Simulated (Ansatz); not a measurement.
# Ta: the cost of one run

Program: Ansatz 0.2.0. Level of theory: DFT r2SCAN, scalar-relativistic, plane waves, PAW. These are calculated values, not measurements.

1 further run of the same task is left out (set aside as unsound or not needed). Runs told in other sessions of the task aren't counted.

### 1 The system as given

Symmetry: Fm-3m, No. 225, cubic system. Conventional cell: a = 4.208 Å, b = 4.208 Å, c = 4.208 Å, α = 90.00°, β = 90.00°, γ = 90.00°. Ta (site symmetry m-3m) is surrounded by 12 Ta at 2.98 Å.

As a file:

```cif
data_structure
_symmetry_space_group_name_H-M 'P 1'
_symmetry_Int_Tables_number 1
_cell_length_a 2.9754
_cell_length_b 2.9754
_cell_length_c 2.9754
_cell_angle_alpha 60.000
_cell_angle_beta 60.000
_cell_angle_gamma 60.000
_cell_volume 18.63
loop_
_atom_site_label
_atom_site_type_symbol
_atom_site_fract_x
_atom_site_fract_y
_atom_site_fract_z
_atom_site_occupancy
Ta1 Ta 0.00000 0.00000 0.00000 1
```

This cell was relaxed beforehand with the same method: volume 18.63 Å³/atom, gap on the mesh none (metal).

### 2 Zero of energy

The reference gives a free energy of -9944.0825 eV, pressure 0.02 GPa, largest force 0.000 eV/Å and gap on the mesh none (metal). It was computed beforehand with the settings of the runs below.

### 3 The scan: energy and stress against strain

The cell is strained by ε times the Voigt pattern (0, 0, 0, 0, 1, 0) (xx, yy, zz, yz, xz, xy; engineering shear), with fractional coordinates fixed (clamped ions). The stress on the pattern is the sum of the stress components weighted by it, tension positive.

### 4 ε = -0.0200

Input file input.yaml:

```yaml
crystal:
  lattice:
    - [-0.0210392856, 2.1039285555, 2.1039285555]
    - [2.0828892699, 0.0, 2.0828892699]
    - [2.1039285555, 2.1039285555, -0.0210392856]
  atoms:
    - { symbol: Ta, position: [0.0, 0.0, 0.0] }
basis:
  ecutwfc: 500
kpoints:
  mp_grid: { grid: [24, 24, 24] }
hamiltonian:
  xc: r2scan
scf:
  occupations: { method: gaussian, width: 0.15 }
output:
  forces: true
  stress: true
  eigenvalues: true
  write_density: true
  write_potential: true
  elf: true
  volumetric_format: npy
```

The run is started by

```sh
ansatz run input.yaml --threads 1 --pin off --max-ram 2560MiB --backend cpu --events-out ev --progress --plain --runs-dir out
```

Q: Estimate wall time and peak memory on 1 thread of AMD EPYC 9R45 (Zen 5), shared host.

About 23 s, with a peak of 0.84 GiB.
